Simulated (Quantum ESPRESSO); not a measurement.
Set up this calculation in Quantum ESPRESSO 7.5, as an ASE script.

```
Task                : single point
Functional          : vdW-DF
Potentials or basis : SPMS 1.0 PBE
Cutoff              : 952 eV
Density cutoff      : 3810 eV
k mesh              : 9 × 9 × 9
Occupations         : cold, width 0.2 eV
Spin                : no spin polarisation
Mixing beta         : 0.5
Most SCF iterations : 120
SCF threshold       : 8e-10 Ry
```

The structure of Be2SnCl lies in POSCAR:

```
Be2SnCl
1.0
    1.7228576500      0.9946923300      5.9296073900
   -1.7228576500      0.9946923300      5.9296073900
    0.0000000000     -1.9893846600      5.9296073900
Be Sn Cl
2 1 1
Direct
    0.7689538000      0.7689538000      0.7689538000
    0.2310462000      0.2310462000      0.2310462000
    0.0000000000      0.0000000000      0.0000000000
    0.5000000000      0.5000000000      0.5000000000
```

The cell was built by a generator and needn't be a form met in nature.

These files were run (other wordings do the same):

run.py

```python
import numpy as np
from ase.calculators.espresso import Espresso, EspressoProfile
from ase.io import read

atoms = read('POSCAR')

input_data = {
    'control': {'calculation': 'scf', 'prefix': 'pwscf', 'outdir': './tmp', 'tprnfor': True, 'tstress': True, 'disk_io': 'nowf'},
    'system': {'ecutwfc': 70.0, 'nbnd': 22, 'input_dft': 'vdw-df', 'occupations': 'smearing', 'smearing': 'mv', 'degauss': 0.01469973},
    'electrons': {'conv_thr': 8e-10, 'electron_maxstep': 120, 'mixing_beta': 0.5},
}
pseudopotentials = {'Be': '04_Be_4_1.8_1.9_pbe_v1.0.upf', 'Cl': '17_Cl_7_1.9_1.9_pbe_n_v1.0.upf', 'Sn': '50_Sn_14_2.5_3.0_pbe_n_v1.0.upf'}
profile = EspressoProfile(command='pw.x', pseudo_dir='pseudo')
dft = Espresso(profile=profile, input_data=input_data, pseudopotentials=pseudopotentials, kpts=(9, 9, 9), koffset=(0, 0, 0))
atoms.calc = dft

print(f'energy {atoms.get_potential_energy():.8f} eV')
print('forces (eV/A)')
print(np.round(atoms.get_forces(), 6))
print('stress (eV/A^3, Voigt)')
print(np.round(atoms.get_stress(), 8))
print(f'Fermi level {dft.get_fermi_level():.4f} eV')
```

Potentials or basis: SPMS 1.0 PBE.

Run with:

```console
$ OMP_NUM_THREADS=1 python run.py
```

It gave:

| Quantity | Value |
| --- | --- |
| Pressure | 10.0 GPa |
| Largest force | 1.708 eV/Å |
| Band gap on the k mesh | none (metal or under the smearing width) |

Caveat: the potentials were made for another functional, which shifts forces and pressure; an odd number of electrons without spin polarisation forces a metal; a magnetic or distorted state may lie lower.

Wall time 5.8 min on 1 thread of Intel(R) Xeon(R) Platinum 8488C (Sapphire Rapids), on a shared host, peak memory 0.35 GiB.
